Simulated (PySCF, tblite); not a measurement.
# C6H6ClNSi: geometry, infrared bands and NMR shifts

Wanted: the infrared bands and NMR shifts of C6H6ClNSi (`C#Cc1cccn1[SiH2]Cl`), by calculation.

Programs: tblite 0.8.0 and PySCF 2.14.0, with density-fitted response routines of our own. Each step states its level of theory. These are calculated values for one molecule in the gas phase, unless marked as measured. Atoms count from 0, in the outputs and in this text.

## (1) Starting geometry

15 atoms, charge 0, multiplicity 1; geometry from: force field or distance geometry start.

Bonds of the start (Å): C0–C1 1.20, C1–C2 1.47, C2–C3 1.37, C3–C4 1.41, C4–C5 1.40, C5–N6 1.34, N6–Si7 1.78, Si7–Cl8 2.10, N6–C2 1.34, C0–H9 1.06, C3–H10 1.06, C4–H11 1.09, C5–H12 1.09, Si7–H13 1.47, Si7–H14 1.48.

## (2) Relaxing the molecule with GFN2-xTB

What the job is given:

```
{"job": {"kind": "relax", "xc": "GFN2-xTB", "basis": "xTB"}, "charge": 0, "multiplicity": 1}
C     -0.798000     2.793500    -1.052900
C     -0.232100     1.803000    -0.691000
C      0.482200     0.609400    -0.211400
C      1.842600     0.456500    -0.145500
C      2.094800    -0.835500     0.370100
C      0.842400    -1.423000     0.575100
N     -0.092000    -0.524200     0.217400
Si    -1.849000    -0.810900     0.318800
Cl    -2.383300    -2.761600    -0.227600
H     -1.304500     3.669100    -1.384700
H      2.584400     1.172700    -0.411900
H      3.070900    -1.283000     0.547400
H      0.679200    -2.419700     0.973000
H     -2.588100     0.092000    -0.582000
H     -2.353800    -0.530300     1.683400
```

Started as:

```bash
$ OMP_NUM_THREADS=1 python probes_run.py task.json out
```

The driver reads the jobs from task.json and runs them one after another.

**Question.** This job is followed by: GFN2-xTB harmonic vibrations, gas phase; GIAO PBE0/pcSseg-1 NMR shielding, non-relativistic, gas phase. Predict these results of the whole session: strongest single infrared mode (GFN2-xTB); zero-point energy (GFN2-xTB); 13C shifts against TMS (PBE0/pcSseg-1); 1H shifts against TMS (PBE0/pcSseg-1, means over atoms taken as alike); 15N shifts against NH3 (PBE0/pcSseg-1); 29Si shifts against TMS (PBE0/pcSseg-1); 35Cl shifts against HCl (PBE0/pcSseg-1).

As calculated:

| quantity | value |
| --- | --- |
| strongest single infrared mode (GFN2-xTB) | 716 cm⁻¹, 537 km/mol |
| zero-point energy (GFN2-xTB) | 61.1 kcal/mol |
| 13C shifts against TMS (PBE0/pcSseg-1) | 130.4, 129.3, 119.3, 118.1, 92.5, 80.4 ppm |
| 1H shifts against TMS (PBE0/pcSseg-1, means over atoms taken as alike) | 7.15, 6.92, 6.59, 5.92, 3.20 ppm |
| 15N shifts against NH3 (PBE0/pcSseg-1) | 178.2 ppm |
| 29Si shifts against TMS (PBE0/pcSseg-1) | -21.2 ppm |
| 35Cl shifts against HCl (PBE0/pcSseg-1) | -42 ppm |

What this shows: Relaxing lowered the energy by 0.380 eV in 93 steps; the close pair that moved most is Si7–Cl8, from 2.095 to 2.004 Å. All 39 modes are real, so the xTB geometry is a minimum. The strongest single mode, at 716 cm⁻¹, moves mainly H14 and H13. Unscaled tight-binding wavenumbers are off by several per cent, some by more. Its intensities can rank the bands wrongly. At PBE0/pcSseg-1: The widest tensor belongs to C1: span 287 ppm, with a paramagnetic part of -138 ppm. NICS(1)zz of -27 ppm above the planar ring from C2 marks a diatropic (aromatic) ring current.
